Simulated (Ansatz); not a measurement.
# AlGeH: the cost of one run

Method: def2-QZVPP, all electrons in the functionals, frozen cores in the correlation of double hybrids and RPA; program: Ansatz 0.2.0, Gaussian basis.

Plan: PBE, BLYP, r2SCAN, B97M-V, PBE0, B3LYP, wB97M-V, B2PLYP, at charge 0, singlet; charge 1, doublet.

4 further runs of the same task are left out: 4 set aside as unsound or not needed.

### 1 The system

The geometry is a PBE0/def2-TZVP stationary point (not a proven minimum). No spin-orbit coupling is included. The filled d shell of Ge may be among the frozen orbitals whatever the setting's name suggests; the logs give the count.

3 atoms, charge 0, spin multiplicity 1.

Atoms are counted from 1 here; the program's logs count them from 0.

Bond lengths: Ge1–Al2 2.407 Å, Al2–H3 1.597 Å. Angles: Ge1–Al2–H3 180.0°.

Geometry (Å):

```xyz
3
charge 0, multiplicity 1
Ge    0.0000    0.0000    2.1368
Al    0.0000    0.0000   -0.2697
H     0.0000    0.0000   -1.8671
```

No dispersion term is added; B97M-V, wB97M-V hold VV10 nonlocal correlation. B3LYP takes the VWN-RPA correlation.

The geometry shown and the zero of energy belong to the point charge 0, singlet. The yardstick, RCCSD(T), and other wave-function levels (R restricted, U unrestricted, valence and pair active spaces) come from earlier runs.

### 2 PBE, charge 0, singlet

File in.yaml:

```yaml
crystal:
  periodic: [false, false, false]
  atoms:
    - {symbol: Ge, position_ang: [0.000000, 0.000000, 2.136836]}
    - {symbol: Al, position_ang: [0.000000, 0.000000, -0.269737]}
    - {symbol: H, position_ang: [0.000000, 0.000000, -1.867099]}
basis:
  gaussian: {orbitals: "def2-QZVPP.json"}
magnetization: {spin_polarized: true, initial_magnetization: 0}
hamiltonian: {xc: {name: PBE}}
output: {orbitals: {seedname: orbitals}}
```

Command:

```console
> ansatz run in.yaml --threads 1 --pin off --events-out ev --progress --plain --max-ram 2393MiB
```

Q: Estimate wall time and peak memory on 1 thread of Arm Neoverse V2, shared host.

About 40 s, with a peak of 0.46 GiB.
